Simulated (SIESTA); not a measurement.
The system is DyAgB4F16.

```xyz
22
Lattice="5.4054 -0.1248 -0.0296 0.1513 6.8721 0.1623 0.5296 1.2589 9.4210" Properties=species:S:1:pos:R:3 pbc="T T T"
Dy    3.0611    0.7190    4.4394
Ag    0.6849    7.8562    9.4531
B     5.5055    1.7583    3.0167
B     3.4402    2.4965    7.5507
B     2.8009    5.8142    2.2359
B     5.8404    5.7874    6.3339
F     1.3107    2.1302    3.7836
F     5.1476    0.3764    3.2725
F     0.2230    2.1515    1.7310
F     4.4203    2.4658    3.6485
F     3.0675    3.7853    7.7326
F     4.8237    2.2806    7.6538
F     2.7566    1.5749    8.3611
F     3.0844    2.1159    6.1158
F     1.5849    5.3733    1.7772
F     2.6507    0.4118    2.1505
F     2.9742    5.4852    3.6520
F     3.8727    5.3689    1.5018
F     0.4297    4.7073    5.7646
F     1.5209    6.7547    5.7822
F     0.5588    5.9421    7.7249
F     4.6014    6.5330    5.9712
```

The cell was built by a generator and needn't be a form met in nature.

Base run:

```yaml
Program: SIESTA 5.4.2
Functional: PBE
Potentials_or_basis: PseudoDojo 0.4 standard with PseudoDojo 3+ lanthanides (4f in the core) (PBE files)
Basis: SZ (energy shift 0.003 Ry)
Grid_cutoff: 800 Ry
Energy_shift: 0.003 Ry
k_mesh: 5 × 4 × 3
Occupations: fermi-dirac, width 0.05 eV
Spin: collinear spin, ferromagnetic start
Starting_moments: "[5.0, 0.0, 0.0, 0.0, 0.0, 0.0, 0.0, 0.0, 0.0, 0.0, 0.0, 0.0, 0.0, 0.0, 0.0, 0.0, 0.0, 0.0, 0.0, 0.0, 0.0, 0.0] μB"
```

Its results: band gap on the k mesh 4.55 eV, indirect (least direct gap 4.58 eV); pressure 14.4 GPa; net moment 0.00 μB per cell; largest force 6.047 eV/Å.

Question: After a change of settings the same cell gave: band gap on the k mesh 4.26 eV, indirect (least direct gap 4.28 eV); pressure 1.6 GPa; net moment 0.00 μB per cell; largest force 0.973 eV/Å. Which change was it?
A. basis from SZ (energy shift 0.003 Ry) to SZP (energy shift 0.003 Ry)
B. basis from SZ (energy shift 0.003 Ry) to TZDP (energy shift 0.003 Ry; two zetas on semicore shells)
C. basis from SZ (energy shift 0.003 Ry) to DZP (energy shift 0.003 Ry; two zetas on semicore shells)
D. basis from SZ (energy shift 0.003 Ry) to DZ (energy shift 0.003 Ry; two zetas on semicore shells)

Answer: B.

Caveats: the magnetic or orbital state may not be the lowest; short orbitals over semicore shells can move pressures by several GPa; spin-orbit coupling is left out, which moves the levels of the heavy elements; the 4f electrons are frozen in the core as for a trivalent ion, so they carry no moment and show no levels; the basis of atomic orbitals isn't converged, which shifts pressures, moduli and gaps; the basis has no polarisation orbitals (some runs); forces of over 1 eV/Å show positions far from the minimum, so gaps and moduli don't describe the material at rest (some runs).
